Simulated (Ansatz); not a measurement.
# Li5C: the cost of one run

Method: DFT PBE, scalar-relativistic, plane waves, PAW, in Ansatz 0.2.0.

1 further run of the same task is left out (it didn't finish).

**1. Starting point**

Symmetry: P-6m2, No. 187, hexagonal system. The conventional cell has a = 4.914 Å, b = 4.914 Å, c = 4.001 Å, α = 90.00°, β = 90.00°, γ = 120.00°. Around Li (site symmetry -6m2) lie 2 Li at 2.00 Å. Li (site symmetry mm2) has 1 C at 1.68 Å as nearest neighbours. C (site symmetry -6m2) is surrounded by 3 Li at 1.68 Å.

Structure file:

```cif
data_structure
_symmetry_space_group_name_H-M 'P 1'
_symmetry_Int_Tables_number 1
_cell_length_a 4.9142
_cell_length_b 4.9142
_cell_length_c 4.0006
_cell_angle_alpha 90.000
_cell_angle_beta 90.000
_cell_angle_gamma 120.000
_cell_volume 83.67
loop_
_atom_site_label
_atom_site_type_symbol
_atom_site_fract_x
_atom_site_fract_y
_atom_site_fract_z
_atom_site_occupancy
Li1 Li 0.00000 0.00000 0.50000 1
Li2 Li 0.53113 0.46887 0.00000 1
Li3 Li 0.53113 0.06227 0.00000 1
Li4 Li 0.93773 0.46887 0.00000 1
Li5 Li 0.00000 0.00000 0.00000 1
C1 C 0.33333 0.66667 0.00000 1
```

The cell is invented: random cell by space group and Wyckoff sites (P-6m2, No. 187). Lengths come from tabulated atomic sizes and are only a guess.

**2. The guess as it stands, on a coarse mesh**

Contents of input.yaml:

```yaml
crystal:
  lattice:
    - [4.91419476, 0.0, 0.0]
    - [-2.45709738, 4.2558175, 0.0]
    - [0.0, 0.0, 4.00059398]
  atoms:
    - { symbol: Li, position: [0.0, 0.0, 0.5] }
    - { symbol: Li, position: [0.53113473, 0.46886527, 0.0] }
    - { symbol: Li, position: [0.53113473, 0.06226946, 0.0] }
    - { symbol: Li, position: [0.93773054, 0.46886527, 0.0] }
    - { symbol: Li, position: [0.0, 0.0, 0.0] }
    - { symbol: C, position: [0.33333333, 0.66666667, 0.0] }
basis:
  ecutwfc: 420
kpoints:
  mp_grid: { grid: [6, 6, 4] }
hamiltonian:
  xc: pbe
scf:
  occupations: { method: gaussian, width: 0.1 }
  lower_state_search: "off"
output:
  forces: true
  stress: true
  eigenvalues: true
```

Started as:

```console
> ansatz run input.yaml --threads 1 --pin off --max-ram 2048MiB --backend cpu --events-out ev --progress --plain --runs-dir out
```

Q: Estimate wall time and peak memory on 1 thread of Arm Neoverse V1, shared host.

About 3.1 s, with a peak of 0.27 GiB.
